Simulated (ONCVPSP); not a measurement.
# Pseudopotential generation for Ge: ONCV, PBE

Aim: build the potential from the settings below, then test how well it stands in for the atom: other configurations, scattering, ghost states and the plane-wave cutoff that it needs.

Method: ONCVPSP 4.0.1.1 (patched build), PBE, scalar-relativistic.

## 1. Starting point

The settings as typed:

```json
{"element": "germanium (Ge, Z = 32)", "type": "optimised norm-conserving Vanderbilt (ONCV)", "frozen core": "[Ar] 3d10", "valence charge": "4", "reference configuration": "4s2 4p2", "partial waves": "4s: rc 1.85 bohr, ncon 4, nbas 9, qcut 3.4 1/bohr, 2 projectors, debl 2.8 Ha; 4p: rc 1.85 bohr, ncon 3, nbas 8, qcut 4.3 1/bohr, 2 projectors, debl 0.4 Ha; d scattering state at 0.36 Ha: rc 1.50 bohr, ncon 3, nbas 7, qcut 6.2 1/bohr, 2 projectors, debl 1.9 Ha", "local potential": "polynomial inside 1.40 bohr (lpopt 5, dvloc0 0 Ha)", "core correction": "Teter function fitted to the true core (icmod 2), fcfact 0.65"}
```

The outer shells as boxes (Hund's rule for the drawing; the calculation is spin-unpolarised):

```
[Ar] core
3d [↑↓][↑↓][↑↓][↑↓][↑↓]
4s [↑↓]
4p [↑ ][↑ ][  ]
```

An earlier all-electron run gives the scale for the radii.

All-electron outer shells of the reference configuration (PBE, scalar-relativistic, ld1.x):

```
shell  level (eV)  outermost node (bohr)  outermost maximum (bohr)
   3p     -115.62                   0.23                      0.54
   3d      -29.31                      –                      0.50
   4s      -11.73                   0.77                      1.75
   4p       -3.90                   0.82                      2.22
```

## 2. The generation run

Ge.dat reads:

```
# ATOM AND REFERENCE CONFIGURATION
# atsym  z   nc   nv     iexc    psfile
  Ge 32.00    6    2        4      upf
#
#   n    l    f
    1    0    2.00
    2    0    2.00
    2    1    6.00
    3    0    2.00
    3    1    6.00
    3    2   10.00
    4    0    2.00
    4    1    2.00
#
# PSEUDOPOTENTIAL AND OPTIMIZATION
# lmax
    2
#
#   l,   rc,      ep,       ncon, nbas, qcut
    0    1.85    0.00    4    9    3.40
    1    1.85    0.00    3    8    4.30
    2    1.50    0.36    3    7    6.20
#
# LOCAL POTENTIAL
# lloc, lpopt,  rc(5),   dvloc0
    4    5    1.40    0.00
#
# VANDERBILT-KLEINMAN-BYLANDER PROJECTORs
# l, nproj, debl
    0    2    2.80
    1    2    0.40
    2    2    1.90
#
# MODEL CORE CHARGE
# icmod, fcfact, rcfact
    2    0.65    0.70
#
# LOG DERIVATIVE ANALYSIS
# epsh1, epsh2, depsh
   -2.00    5.00    0.02
#
# OUTPUT GRID
# rlmax, drl
    6.00    0.01
#
# TEST CONFIGURATIONS
# ncnf
    4
# nvcnf
#   n    l    f
    2
    4    0    2.00
    4    1    1.00
#
    2
    4    0    2.00
    4    1    0.00
#
    2
    4    0    1.00
    4    1    0.00
#
    2
    4    0    1.00
    4    1    3.00
#
```

Launch:

```bash
$ oncvpsp.x < Ge.dat > Ge.out
```

Q: Predict the outcome of this session. Wanted: cutoffs for 1 and 0.1 mHa per electron, occupied waves; bound ghosts; GHOST(+) flags; largest test error; largest phase difference near zero energy, channels read; rms error of d²Exc/dn², without and with the model core.

As calculated:

| quantity | value |
| --- | --- |
| cutoffs for 1 and 0.1 mHa per electron, occupied waves | 15 Ha and 64 Ha |
| bound ghosts | d at -18.02 eV |
| GHOST(+) flags | s at 110 eV |
| largest test error (AE − PS) | -165 meV, for 4s1 4p0 |
| largest phase difference near zero energy, channels read | 0.058 rad |
| rms error of d²Exc/dn², without and with the model core | 5.43 and 0.94 mHa |

**Reading.** It has a bound ghost (d), a state that the atom doesn't have, and that rules the file out. The worst unpolarised test, 4s1 4p0, is off by 165 meV on 57.7 eV; by total energies transferability rates as fair for so large an energy. That test lies far up in energy; among those under 40 eV, nearer to bonding, the largest error is 17 meV. The potential is soft on the atom at that tolerance: the looser tolerance needs 15 Ha. The tighter tolerance needs 64 Ha, and converged work needs a cutoff nearer that. At the looser tolerance the 4s wave is the slowest; 4p needs 6 Ha. That counts occupied waves only; other projectors can need more. Of the channels read, d scatters worst near zero energy, by up to 0.06 rad. The program also flags highly localised states, GHOST(+) (s).
